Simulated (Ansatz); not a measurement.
# CaZnSi2O6: the cost of one run

Method: DFT, PBE, plane-wave PAW, default files, scalar-relativistic, as far as a step names no other, in Ansatz 0.2.0.

### 1 The structure to begin with

It takes space group C2/c (No. 15, monoclinic). The conventional cell has a = 9.964 Å, b = 9.098 Å, c = 5.325 Å, α = 90.00°, β = 106.32°, γ = 90.00°. Ca (site symmetry 2) has 6 O at 2.34 to 2.64 Å as nearest neighbours. Zn (site symmetry 2) has 6 O at 2.09 to 2.21 Å as nearest neighbours. Si (site symmetry 1) is surrounded by 4 O at 1.61 to 1.70 Å. O (site symmetry 1) has 2 Si at 1.68 to 1.70 Å as nearest neighbours. Around O (site symmetry 1) lie 1 Si at 1.61 Å and 1 Zn at 2.10 Å. O (site symmetry 1) is surrounded by 1 Si at 1.62 Å and 2 Zn at 2.09 to 2.21 Å.

As a file:

```cif
data_structure
_symmetry_space_group_name_H-M 'C2/c'
_symmetry_Int_Tables_number 15
_cell_length_a 9.9643
_cell_length_b 9.0983
_cell_length_c 5.3247
_cell_angle_alpha 90.000
_cell_angle_beta 106.321
_cell_angle_gamma 90.000
_cell_volume 463.27
loop_
_atom_site_label
_atom_site_type_symbol
_atom_site_symmetry_multiplicity
_atom_site_Wyckoff_symbol
_atom_site_fract_x
_atom_site_fract_y
_atom_site_fract_z
_atom_site_occupancy
Ca1 Ca 4 e 0.00000 0.70272 0.25000 1
Zn1 Zn 4 e 0.00000 0.09600 0.25000 1
Si1 Si 8 f 0.78623 0.59213 0.73066 1
O1 O 8 f 0.84886 0.51749 0.49714 1
O2 O 8 f 0.86126 0.74696 0.82337 1
O3 O 8 f 0.61638 0.41051 0.14387 1
```

### 2 First run, atoms as given

File input.yaml:

```yaml
crystal:
  lattice:
    - [4.982128, -4.549139, 0.0]
    - [4.982128, 4.549139, 0.0]
    - [-1.496347, 0.0, 5.110161]
  atoms:
    - { symbol: Ca, position: [0.297282, 0.702718, 0.75] }
    - { symbol: Ca, position: [0.702718, 0.297282, 0.25] }
    - { symbol: Zn, position: [0.903997, 0.096003, 0.75] }
    - { symbol: Zn, position: [0.096003, 0.903997, 0.25] }
    - { symbol: Si, position: [0.194096, 0.378358, 0.230662] }
    - { symbol: Si, position: [0.621642, 0.805904, 0.269338] }
    - { symbol: Si, position: [0.805904, 0.621642, 0.769338] }
    - { symbol: Si, position: [0.378358, 0.194096, 0.730662] }
    - { symbol: O, position: [0.331371, 0.366345, 0.997143] }
    - { symbol: O, position: [0.633655, 0.668629, 0.502857] }
    - { symbol: O, position: [0.668629, 0.633655, 0.002857] }
    - { symbol: O, position: [0.366345, 0.331371, 0.497143] }
    - { symbol: O, position: [0.114298, 0.608218, 0.323373] }
    - { symbol: O, position: [0.391782, 0.885702, 0.176627] }
    - { symbol: O, position: [0.885702, 0.391782, 0.676627] }
    - { symbol: O, position: [0.608218, 0.114298, 0.823373] }
    - { symbol: O, position: [0.205875, 0.026886, 0.643868] }
    - { symbol: O, position: [0.973114, 0.794125, 0.856132] }
    - { symbol: O, position: [0.794125, 0.973114, 0.356132] }
    - { symbol: O, position: [0.026886, 0.205875, 0.143868] }
kpoints:
  mp_grid: { grid: [3, 3, 4] }
scf:
  occupations: { method: fermi_dirac, width: 0.02 }
hamiltonian:
  xc: pbe
  pseudopotentials: { kind: paw }
output:
  forces: true
  stress: true
  populations: true
  efg:
    quadrupole_moments_barn: { Ca: -0.0408, Zn: 0.122, O: -0.02558 }
    contact_densities: true
```

On the command line:

```console
$ ansatz run input.yaml --threads 1 --pin off --max-ram 2560MiB --backend cpu --events-out ev --progress --plain --runs-dir out
```

What time and memory should one allow on 1 thread of Intel Xeon Platinum 8488C (Sapphire Rapids), shared host?

About 22 s, with a peak of 0.67 GiB.
